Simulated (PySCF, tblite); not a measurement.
# C4H8OSSi: geometry, infrared bands and NMR shifts

Aim: predict the infrared bands and NMR shifts of C4H8OSSi (`O=C1CS[C@@H]([SiH3])C1`).

Programs: tblite 0.8.0 and PySCF 2.14.0, with density-fitted response routines of our own. Each step states its level of theory. These are calculated values for one molecule in the gas phase, unless marked as measured. Atoms count from 0, in the outputs and in this text.

### 1 Starting geometry

15 atoms, charge 0, multiplicity 1; geometry from: force field or distance geometry start.

Bonds of the start (Å): O0–C1 1.22, C1–C2 1.49, C2–S3 1.83, S3–C4 1.85, C4–Si5 1.85, C4–C6 1.51, C6–C1 1.48, C2–H7 1.10, C2–H8 1.11, C4–H9 1.12, Si5–H10 1.49, Si5–H11 1.47, Si5–H12 1.48, C6–H13 1.11, C6–H14 1.12.

### 2 Geometry optimisation with GFN2-xTB

What the job is given:

```
{"job": {"kind": "relax", "xc": "GFN2-xTB", "basis": "xTB"}, "charge": 0, "multiplicity": 1}
O     -1.845300     0.997200     1.510700
C     -1.418500     0.254300     0.645400
C     -2.006200     0.166700    -0.715700
S     -0.459100     0.429300    -1.653700
C      0.619800    -0.458000    -0.438600
Si     2.126100     0.528100    -0.030800
C     -0.280100    -0.678300     0.748900
H     -2.754700     0.948200    -0.889200
H     -2.377900    -0.850000    -0.955500
H      0.875100    -1.451700    -0.883200
H      3.311700    -0.126300    -0.657000
H      2.067500     1.892400    -0.565700
H      2.384900     0.567600     1.425800
H     -0.587400    -1.748600     0.780500
H      0.339700    -0.462900     1.656100
```

Run with:

```
> OMP_NUM_THREADS=1 python probes_run.py task.json out
```

This one command runs all jobs of the session in turn.

**Question.** This job is followed by: GFN2-xTB harmonic vibrations, gas phase; GIAO PBE0/pcSseg-1 NMR shielding, non-relativistic, gas phase. Predict these results of the whole session: strongest single infrared mode (GFN2-xTB); zero-point energy (GFN2-xTB); 13C shifts against TMS (PBE0/pcSseg-1); 1H shifts against TMS (PBE0/pcSseg-1, means over atoms taken as alike); 17O shifts against H2O (PBE0/pcSseg-1); 33S shifts against CS2 (PBE0/pcSseg-1); 29Si shifts against TMS (PBE0/pcSseg-1).

The runs gave:

| quantity | value |
| --- | --- |
| strongest single infrared mode (GFN2-xTB) | 1790 cm⁻¹, 350 km/mol |
| zero-point energy (GFN2-xTB) | 66.1 kcal/mol |
| 13C shifts against TMS (PBE0/pcSseg-1) | 217.6, 46.6, 39.0, 25.2 ppm |
| 1H shifts against TMS (PBE0/pcSseg-1, means over atoms taken as alike) | 3.90, 3.43, 3.21, 2.85, 2.58, 2.38 ppm |
| 17O shifts against H2O (PBE0/pcSseg-1) | 667.3 ppm |
| 33S shifts against CS2 (PBE0/pcSseg-1) | -23 ppm |
| 29Si shifts against TMS (PBE0/pcSseg-1) | -69.8 ppm |

What this shows: Over 132 steps the energy fell by 0.526 eV; of the close pairs, C4–Si5 changed most, 1.846 to 1.913 Å. All 39 modes are real, so the xTB geometry is a minimum. The strongest single mode, at 1790 cm⁻¹, moves mainly C1 and O0. Unscaled tight-binding wavenumbers are off by several per cent, some by more. Its intensities can rank the bands wrongly. The most deshielded carbon is C1 (ketone carbonyl carbon), at 217.6 ppm: the double bond to the heteroatom, with no lone-pair donor beside it, deshields it most. At PBE0/pcSseg-1: The largest span, 1291 ppm, is at O0, where the paramagnetic term is -728 ppm.
